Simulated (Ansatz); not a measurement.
# TiAu: the cost of one run

Computed with Ansatz 0.2.0 (DFT PBEsol, scalar-relativistic, unless a step's input says otherwise).

### Step 1. The starting structure

The structure is cubic, space group Pm-3m (No. 221). Conventional cell: a = 3.254 Å, b = 3.254 Å, c = 3.254 Å, α = 90.00°, β = 90.00°, γ = 90.00°. Ti (site symmetry m-3m) is surrounded by 8 Au at 2.82 Å. Around Au (site symmetry m-3m) lie 8 Ti at 2.82 Å.

Structure file:

```cif
data_structure
_symmetry_space_group_name_H-M 'Pm-3m'
_symmetry_Int_Tables_number 221
_cell_length_a 3.2540
_cell_length_b 3.2540
_cell_length_c 3.2540
_cell_angle_alpha 90.000
_cell_angle_beta 90.000
_cell_angle_gamma 90.000
_cell_volume 34.46
loop_
_atom_site_label
_atom_site_type_symbol
_atom_site_symmetry_multiplicity
_atom_site_Wyckoff_symbol
_atom_site_fract_x
_atom_site_fract_y
_atom_site_fract_z
_atom_site_occupancy
Ti1 Ti 1 b 0.50000 0.50000 0.50000 1
Au1 Au 1 a 0.00000 0.00000 0.00000 1
```

The file gives the conventional cell by its symmetry; the runs use the cell typed in the input.

Atoms are numbered in the order of the input: Ti1, Au2.

### Step 2. The deformed structure

Space group Pm-3m before, P4/mmm after.

### Step 3. All-electron LAPW

Contents of input.yaml:

```yaml
crystal:
  lattice:
    - [3.22146, 0.0, 0.0]
    - [0.0, 3.22146, 0.0]
    - [0.0, 0.0, 3.254]
  atoms:
    - { symbol: Ti, position: [0.5, 0.5, 0.5] }
    - { symbol: Au, position: [0.0, 0.0, 0.0] }
kpoints:
  mp_grid: { grid: [10, 10, 10] }
  band_path:
    path:
      - [0.0, 0.0, 0.0]
      - [0.0, 0.5, 0.0]
      - [0.5, 0.5, 0.0]
      - [0.0, 0.0, 0.0]
      - [0.0, 0.0, 0.5]
      - [0.0, 0.5, 0.5]
      - [0.5, 0.5, 0.5]
      - [0.0, 0.0, 0.5]
      - [0.0, 0.5, 0.0]
    npoints: 5
scf:
  occupations: { method: fermi_dirac, width: 0.08 }
hamiltonian:
  xc: pbesol
  pseudopotentials: { kind: all_electron, lapw: { basis_error: 0.001 } }
output:
  forces: true
  stress: true
  eigenvalues: true
```

Launch:

```console
$ ansatz run input.yaml --threads 1 --pin off --max-ram 3072MiB --backend cpu --events-out ev --progress --plain --runs-dir out
```

**Question.** How long does this run take on 1 thread of Intel Xeon 6975P-C (Granite Rapids), shared host, and how much memory does it need?

About 22 s, with a peak of 0.57 GiB.
